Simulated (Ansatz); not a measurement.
# WSe: a trial structure relaxed

Aim: relax WSe from this start, caesium chloride type (Pm-3m, No. 221), and see where it ends.

Computed with Ansatz 0.2.0 (DFT r2SCAN, scalar-relativistic, plane waves, PAW, unless a step's input says otherwise).

1 further run of the same task is left out (set aside as unsound or not needed).

## Step 1: The starting structure

It takes space group Pm-3m (No. 221, cubic). The conventional cell has a = 3.511 Å, b = 3.511 Å, c = 3.511 Å, α = 90.00°, β = 90.00°, γ = 90.00°. W (site symmetry m-3m) is surrounded by 8 Se at 3.04 Å. Se (site symmetry m-3m) has 8 W at 3.04 Å as nearest neighbours.

As a file:

```
W Se
1.0
     3.51072    0.00000    0.00000
     0.00000    3.51072    0.00000
     0.00000    0.00000    3.51072
W Se
1 1
Direct
  0.00000 0.00000 0.00000
  0.50000 0.50000 0.50000
```

(A quick probe on a coarse mesh, which set the mesh and smearing, is not shown.)

## Step 3: A loose first relaxation

input.yaml

```yaml
crystal:
  lattice:
    - [3.5107168453, 0.0, 0.0]
    - [0.0, 3.5107168453, 0.0]
    - [0.0, 0.0, 3.5107168453]
  atoms:
    - { symbol: W, position: [0.0, 0.0, 0.0], spin: 1.84 }
    - { symbol: Se, position: [0.5, 0.5, 0.5], spin: -0.19 }
basis:
  ecutwfc: 500
kpoints:
  mp_grid: { grid: [6, 6, 6] }
hamiltonian:
  xc: r2scan
scf:
  occupations: { method: gaussian, width: 0.1 }
  lower_state_search: "off"
output:
  forces: true
  stress: true
  eigenvalues: true
  populations: true
magnetization:
  spin_polarized: true
relax:
  adjacent_minimum: "off"
  f_tol: 0.04
  max_steps: 70
  cell: { stress_tol: 0.4 }
```

The run is started by

```console
> ansatz run input.yaml --threads 1 --pin off --max-ram 2560MiB --backend cpu --events-out ev --progress --plain --runs-dir out
```

Further runs follow: relaxing cell and atoms.

**Question.** What will these runs give?

The runs gave:

Formation energies count from the elements, computed with the same settings in runs not shown here.

| quantity | value |
| --- | --- |
| cell | a = 3.131 Å, b = 3.131 Å, c = 3.131 Å, α = 90.00°, β = 90.00°, γ = 90.00° |
| space group | Pm-3m (No. 221) |
| volume | 15.35 Å³/atom |
| gap on the mesh | none (metal) |
| formation energy from the elements | +0.595 eV/atom |

In words: The space group stayed Pm-3m, and from the first guess the volume went from 21.64 to 15.35 Å³/atom. The formation energy of +0.59 eV/atom is positive, so the elements lie lower than this structure; another structure of the compound can lie lower. The runs treat W without spin-orbit coupling.
